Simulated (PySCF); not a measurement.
# CH3F5OW (W(OMe)F5): the cost of one run

Programs: PySCF 2.14.0, with routines of our own; each step states its level. All values are computed. Atoms count from 0.

## Step 1: The starting structure

11 atoms, charge 0, multiplicity 1; geometry from: GFN2-xTB.

## Step 2: Relaxing the molecule at PBE0-D3(BJ)/def2-SVP

The job: settings as JSON, then the geometry in Å.

```
{"job": {"xc": "PBE0", "basis": "def2-SVP", "d3": "d3bj", "grid": 1, "maxiter": 30, "shake": 0.03, "kind": "geom"}, "charge": 0, "multiplicity": 1}
W     -0.464500    -0.257510    -0.934610
O     -0.377400    -0.394780     0.814880
C      0.627160     0.167800     1.560400
H      1.737020    -0.291050     1.266640
H      0.514900    -0.027340     2.623420
H      0.708060     1.279950     1.392760
F     -0.539970     0.114860    -2.764060
F      1.359030    -0.428660    -1.179920
F     -2.368750     0.103020    -0.787830
F     -0.257160     1.654500    -0.757020
F     -0.840330    -2.006310    -1.203760
```

On the command line:

```bash
$ OMP_NUM_THREADS=1 python heavy_run.py task.json out
```

One launch serves the whole session: the jobs run in the order shown.

Q: Estimate the wall time and peak memory of this first job on 1 thread of Arm Neoverse V1, shared host.

About 4.2 min, with a peak of 0.56 GiB.
